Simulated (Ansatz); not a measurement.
# C₂H₇ClOSi: one species, many methods

How much do the methods differ for C₂H₇ClOSi? The plan is to run it at one geometry with functionals of several rungs and with coupled cluster. The yardstick is the atomisation energy at the CCSD(T) limit.

Computed with Ansatz 0.2.0, Gaussian basis. Level: functionals in def2-TZVPP, the program's frozen cores in correlated methods.

The runs, in order: LDA (SPW92), PBE-D4, revPBE-D4, BLYP-D4, r2SCAN-D4, B97M-V, PBE0-D4, B3LYP-D4, r2SCANh-D4, r2SCAN0-D4, HSE06-D4, BHLYP-D4, CAM-B3LYP-D4, LC-ωPBE, ωB97X-V, ωB97M-V, B2PLYP, PBE-QIDH; CCSD(T)/def2-SVP; CCSD(T)/def2-TZVPP; MP2/def2-QZVPP; extrapolation to the limit; RPA on PBE.

### Step 1. The geometry

An earlier PBE0-D4 in a triple-zeta def2 set relaxation fixed the geometry.

SMILES `CO[SiH](C)Cl`, 12 atoms, charge 0, spin multiplicity 1.

Atoms are counted from 1 here; the program's logs count them from 0.

Bond lengths: C1–O2 1.410 Å, C1–H6 1.095 Å, C1–H7 1.096 Å, C1–H8 1.091 Å, O2–Si3 1.630 Å, Si3–C4 1.853 Å, Si3–Cl5 2.067 Å, Si3–H9 1.476 Å, C4–H10 1.092 Å, C4–H11 1.093 Å, C4–H12 1.092 Å. Angles: O2–C1–H6 111.2°, O2–C1–H7 111.5°, O2–C1–H8 108.0°, H6–C1–H7 108.8°, H6–C1–H8 108.8°, H7–C1–H8 108.5°, C1–O2–Si3 125.4°, O2–Si3–C4 113.1°, O2–Si3–Cl5 109.4°, O2–Si3–H9 105.7°, C4–Si3–Cl5 107.5°, C4–Si3–H9 113.2°, Cl5–Si3–H9 107.8°, Si3–C4–H10 111.2°, Si3–C4–H11 110.4°, Si3–C4–H12 110.2°, H10–C4–H11 108.6°, H10–C4–H12 107.9° and more.

### Step 2. LDA

This LDA is Slater exchange with PW92 correlation.

The input, in.yaml:

```yaml
crystal:
  periodic: [false, false, false]
  atoms:
    - {symbol: C, position_ang: [-1.808480, 0.530835, -0.202296]}
    - {symbol: O, position_ang: [-0.985978, 0.085697, 0.852824]}
    - {symbol: Si, position_ang: [0.644012, 0.098659, 0.850532]}
    - {symbol: C, position_ang: [1.378506, -0.941738, -0.495786]}
    - {symbol: Cl, position_ang: [1.316561, 2.034404, 0.576692]}
    - {symbol: H, position_ang: [-1.626404, 1.586494, -0.426833]}
    - {symbol: H, position_ang: [-1.647190, -0.056793, -1.112757]}
    - {symbol: H, position_ang: [-2.847907, 0.412172, 0.106393]}
    - {symbol: H, position_ang: [1.048725, -0.331574, 2.203733]}
    - {symbol: H, position_ang: [1.092922, -0.571006, -1.482895]}
    - {symbol: H, position_ang: [1.043100, -1.977886, -0.401858]}
    - {symbol: H, position_ang: [2.469035, -0.924464, -0.433849]}
basis:
  gaussian: {orbitals: def2-TZVPP}
hamiltonian: {xc: lda}
output: {orbitals: {seedname: orbitals}}
```

The runs that follow: PBE-D4 (GGA); revPBE-D4 (GGA); BLYP-D4 (GGA); r2SCAN-D4 (meta-GGA); B97M-V (meta-GGA); PBE0-D4 (hybrid); B3LYP-D4 (hybrid); r2SCANh-D4 (hybrid); r2SCAN0-D4 (hybrid); HSE06-D4 (hybrid); BHLYP-D4 (hybrid); CAM-B3LYP-D4 (range-separated); LC-ωPBE-D4 (range-separated); ωB97X-V (range-separated); ωB97M-V (range-separated); B2PLYP (double hybrid); PBE-QIDH (double hybrid); CCSD(T) in def2-SVP; CCSD(T) in def2-TZVPP; MP2 in def2-QZVPP; RPA on PBE orbitals.

Before running them: what should the planned runs give, taken together? Wanted: atomisation energy, CCSD(T)/CBS; farthest beyond LDA; mean size of error, GGA; mean size of error, meta-GGA; mean size of error, hybrid; mean size of error, range-separated; mean size of error, double hybrid; gap, smallest and largest; T1 diagnostic.

The runs gave:

| quantity | value |
| --- | --- |
| atomisation energy, CCSD(T)/CBS | 4486.4 kJ/mol |
| functionals within 22.4 kJ/mol (0.5 %) | r2SCAN-D4, B97M-V, PBE0-D4, B3LYP-D4, r2SCANh-D4, HSE06-D4, CAM-B3LYP-D4, ωB97X-V, ωB97M-V |
| farthest beyond LDA | BHLYP-D4 (-116.1 kJ/mol) |
| mean size of error, GGA | 46.5 kJ/mol |
| mean size of error, meta-GGA | 5.6 kJ/mol |
| mean size of error, hybrid | 38.1 kJ/mol |
| mean size of error, range-separated | 14.0 kJ/mol |
| mean size of error, double hybrid | 46.7 kJ/mol |
| gap, smallest and largest | 6.92 eV (LDA (SPW92)), 14.26 eV (LC-ωPBE) |
| T1 diagnostic | 0.0101 |
| triples share of the correlation energy | 3.7 % |

The LDA atomisation energy is off by 575.2 kJ/mol (13 %): it overbinds. PBE-D4 misses by +39.0 kJ/mol. Double hybrids carry the basis error of their MP2 part in triple zeta, and no dispersion term here, so their miss is partly the set-up's. The rungs meta-GGA, range-separated miss on average by less than the doubt on the reference (22.4 kJ/mol), so they tie. Misses under about 22.4 kJ/mol are within the doubt on the reference itself, which lacks core-valence correlation, relativity and higher excitations. Hartree-Fock recovers 75 % of the binding; the rest is correlation. CCSD(T) in def2-SVP is off by -270.0 kJ/mol, more than most functionals: a good method in a small basis is no reference. Orbital gaps span 6.9 to 14.3 eV; exact exchange widens them.
